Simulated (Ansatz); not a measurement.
Crystal: WF.

```
CELL_PARAMETERS angstrom
1.36589 0.78860 5.06960
-1.36589 0.78860 5.06960
0.00000 -1.57719 5.06960
ATOMIC_POSITIONS crystal
W 0.81412 0.81412 0.81412
F 0.93712 0.93712 0.93712
```

The cell was built by a generator and needn't be a form met in nature.

Base run:

| Item | Value |
| --- | --- |
| Program | Ansatz 0.2.0 |
| Functional | r2SCAN |
| Potentials or basis | Ansatz PAW |
| Cutoff | 500 eV (not typed: the program's choice for these potentials) |
| k mesh | 11 × 11 × 11 |
| Occupations | fermi-dirac, width 0.05 eV |
| Spin | no spin polarisation |

Its results: band gap on the k mesh none (metal or under the smearing width); pressure -3.5 GPa; largest force 0.319 eV/Å.

Problem. The run is repeated on the same cell with these changes: functional from r2SCAN to LDA; cutoff from 500 eV (not typed: the program's choice for these potentials) to 420 eV (not typed: the program's choice for these potentials). What comes out?

Solution. Band gap on the k mesh none (metal or under the smearing width); pressure -9.0 GPa; largest force 0.746 eV/Å.

Caveats: spin-orbit coupling is left out, which moves the levels of the heavy elements; an odd number of electrons without spin polarisation forces a metal; a magnetic or distorted state may lie lower; the PAW data sets come from PBE, with cores solved anew for the run's functional, which leaves a small shift of forces and pressure.
